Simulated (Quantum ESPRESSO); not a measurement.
**Ge3Pd: equation of state with LDA**

Ge3Pd:

```
CELL_PARAMETERS angstrom
4.14202 0.00000 0.00000
0.00000 4.14202 0.00000
0.00000 0.00000 4.14202
ATOMIC_POSITIONS crystal
Pd 0.00000 0.00000 0.00000
Ge 0.50000 0.50000 0.00000
Ge 0.50000 0.00000 0.50000
Ge 0.00000 0.50000 0.50000
```

The cell comes from a database or a generator and needn't be the stable form of this composition.

- Program: Quantum ESPRESSO 7.5
- Task: equation of state
- Functional: LDA
- Potentials or basis: GBRV 1.5 LDA
- Cutoff: 612 eV
- Density cutoff: 4898 eV
- k mesh: 7 × 7 × 7
- Occupations: fermi-dirac, width 0.05 eV
- Spin: no spin polarisation
- Form of the LDA correlation: PZ81
- Mixing beta: 0.5
- Most SCF iterations: 120
- SCF threshold: 8e-10 Ry

```
Equilibrium volume : 16.45 Å³/atom (rough: see the caveat)
Bulk modulus       : 110 GPa (rough)
```

Energy against volume, from the lowest point:
```tsv
volume (Å³/atom)	energy (meV/atom)
16.700	0.00
17.055	5.75
17.410	15.83
17.766	29.55
18.121	46.55
18.476	66.34
18.831	88.73
```

All runs of the series together: 2.3 min on 2 threads of Arm Neoverse V2, on a shared host.

Caveat: the minimum lies outside the volumes run.
